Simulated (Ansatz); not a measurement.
# HgPd (Potarite): a single-point run

Wanted: a converged single-point run for HgPd (Potarite), and a check of what comes out. The structure is shown as the input types it.

Method: DFT, r2SCAN, PAW with Ansatz's default frozen-core files, scalar-relativistic, in Ansatz 0.2.0.

1 further run of the same task is left out (it didn't finish).

## 1. The structure to begin with

The structure is monoclinic, space group Cm (No. 8). The conventional cell has a = 3.424 Å, b = 3.424 Å, c = 2.962 Å, α = 90.00°, β = 90.00°, γ = 90.00°. Hg (site symmetry m) has 1 Pd at 1.72 Å as nearest neighbours. Pd (site symmetry m) has 1 Hg at 1.72 Å as nearest neighbours.

Structure file:

```xyz
2
Lattice="2.4208 0.0000 0.0000 0.0000 2.4208 0.0000 0.0000 0.0000 2.9616" Properties=species:S:1:pos:R:3 pbc="T T T"
Hg   -0.1452   -0.1452   -0.1777
Pd    1.3556    1.3556    1.6585
```

## 2. The run

Contents of input.yaml:

```yaml
crystal:
  lattice:
    - [2.4208, 0.0, 0.0]
    - [0.0, 2.4208, 0.0]
    - [0.0, 0.0, 2.9616]
  atoms:
    - { symbol: Hg, position: [-0.06, -0.06, -0.06] }
    - { symbol: Pd, position: [0.56, 0.56, 0.56] }
kpoints:
  mp_grid: { grid: [10, 10, 8] }
scf:
  occupations: { method: fermi_dirac, width: 0.05 }
  max_iter: 100
hamiltonian:
  xc: r2scan
  pseudopotentials: { kind: paw }
output:
  forces: true
  stress: true
  eigenvalues: true
  efg: { contact_densities: true }
  populations: true
```

Launch:

```bash
> ansatz run input.yaml --threads 1 --pin off --max-ram 2048MiB --backend cpu --events-out ev --progress --plain --runs-dir out
```

What happens when this is run?

The program finished normally, with warnings (gradients without spin orbit). It gives a pressure of 878 GPa and a largest force of 67.7 eV/Å, which is large; a structure far from rest gives such values too, whatever the setting.

The structure was scaled down until the atoms press into each other. The shortest distance in the input is 1.72 Å, between atoms 1 (Hg) and 2 (Pd).

Fix: use the intended lattice or bond lengths.
